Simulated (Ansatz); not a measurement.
Write a Python script for Ansatz's Python interface that makes a convergence test of the plane-wave cutoff of CoSi2, space group Fm-3m. Level of theory (first run): PBE, PAW, cutoff 250 eV, 11×11×11 k-points, Gaussian smearing of 0.05 eV, collinear spin. The script varies cutoff (eV): 250, 300, 350, 400.

```
Co Si
1.0
     0.00000    2.67800    2.67800
     2.67800    0.00000    2.67800
     2.67800    2.67800    0.00000
Co Si
1 2
Direct
  0.00000 0.00000 0.00000
  0.25000 0.25000 0.25000
  0.75000 0.75000 0.75000
```

`cosi2_ecut.py`:
```python
"""Convergence of CoSi2 with the plane-wave cutoff."""

import ansatz
import matplotlib.pyplot as plt
import numpy as np

vectors = np.array([
    [0.0, 2.678, 2.678],
    [2.678, 0.0, 2.678],
    [2.678, 2.678, 0.0],
])
cosi2 = (
    ansatz.Lattice.of(vectors)
    .atom("Co", [0.0, 0.0, 0.0])
    .atom("Si", [0.25, 0.25, 0.25])
    .atom("Si", [0.75, 0.75, 0.75])
    .moments(Co=2.5)
)

calculation = (
    cosi2.calculation()
    .kpoints(11, 11, 11)
    .spin("collinear")
    .functional(ansatz.Functional.PBE)
    .occupations("gaussian", width=0.05)
    .scf(tolerance=1e-09)
    .forces()
    .stress()
)

rows = []
for value in [250, 300, 350, 400]:
    rep = calculation.basis(value).run(threads=1).report
    rows.append((value, rep["free_energy_ev"] / len(rep["lattice"]["sites"]), rep["n_iterations"], sum(rep["stress_gpa"][i][i] for i in range(3)) / 3, max(abs(f) for row in rep["forces_ev_ang"] for f in row), rep["magnetization_mub"], rep["n_pw"]))

print(" cutoff (eV)   F/atom (eV)    iterations       P (GPa)  max component (eV/A)  moment (muB)   plane waves")
for row in rows:
    print(f"{str(row[0]):>12s}  {row[1]:12.5f}  {row[2]:12d}  {row[3]:12.3f}  {row[4]:20.4f}  {row[5]:12.3f}  {row[6]:12d}")

# differences from the last row
for row in rows[:-1]:
    shift = 1000 * (row[1] - rows[-1][1])
    print(f"{row[0]}: {shift:+.2f} meV/atom" + ("  (within 1 meV)" if abs(shift) < 1 else ""))
plt.figure(figsize=(4.5, 3))
plt.plot([str(row[0]) for row in rows], [1000 * (row[1] - rows[-1][1]) for row in rows], "o-")
plt.xlabel("cutoff (eV)")
plt.ylabel("F - F(last) (meV/atom)")
plt.tight_layout()
plt.savefig("ecut.png", dpi=100)
```

`python cosi2_ecut.py` gives:
```text
DeckWarning: basis.ecutwfc = 250 eV is below the records' recommended 420 eV, and the density's cutoff is lower with it unless basis.ecutrho_ratio is high enough to keep the records' density cutoff: compare with a run at a higher cutoff
DeckWarning: output.stress: scf.convergence.dr2_threshold = 1e-9 eV is looser than the 3e-10 eV advised for a printed stress (1e-10 eV for each atom of the cell: 3). What an SCF threshold leaves in a stress goes as its square root, and in the free energy as the threshold itself, and one threshold admits the most on a [...]
RunWarning: the starting moments were not kept: the SCF closed with an absolute magnetisation of 2.3e-6 μB, where they sum to 2.5 μB in size (1 site). That is at most 0.1 of that sum. Measured as dr2_m measures the in/out step, that magnetisation stands 1.2e-12 eV from none, at or under the dr2_threshold of 1.0e-9 eV: [...]
DeckWarning: basis.ecutwfc = 300 eV is below the records' recommended 420 eV, and the density's cutoff is lower with it unless basis.ecutrho_ratio is high enough to keep the records' density cutoff: compare with a run at a higher cutoff
DeckWarning: basis.ecutwfc = 350 eV is below the records' recommended 420 eV, and the density's cutoff is lower with it unless basis.ecutrho_ratio is high enough to keep the records' density cutoff: compare with a run at a higher cutoff
DeckWarning: basis.ecutwfc = 400 eV is below the records' recommended 420 eV, and the density's cutoff is lower with it unless basis.ecutrho_ratio is high enough to keep the records' density cutoff: compare with a run at a higher cutoff
 cutoff (eV)   F/atom (eV)    iterations       P (GPa)  max component (eV/A)  moment (muB)   plane waves
         250   -2131.64564            10         2.783                0.0000        -0.000           331
         300   -2132.83872            14         0.065                0.0000         0.000           459
         350   -2133.03830            14         0.571                0.0000         0.000           537
         400   -2133.05843            13         0.321                0.0000         0.000           725
250: +1412.79 meV/atom
300: +219.71 meV/atom
350: +20.13 meV/atom
```
(Warnings from the package without file and line, shortened, repeats left out.)

The SCF didn't keep the moments it started from (some shrank, vanished or turned); what is printed is the state reached. The overall sign of a collinear moment is arbitrary, and semilocal functionals can give small moments to compounds that are paramagnetic. Forces vanish by symmetry here and test nothing. Of the deposited cell: the entry's cell lengths or inner coordinates differ somewhat from later room-temperature determinations. Pressure is positive in compression. The structure is a deposited one; some such entries were measured under pressure or heat, so a shift against it needn't be the functional's error alone. Shifts are counted from the last row, which is itself no proven limit. Processor time in the engine: 16 s on 1 thread of Intel(R) Xeon(R) Processor @ 2.30GHz, on a shared host, peak memory 0.57 GiB.
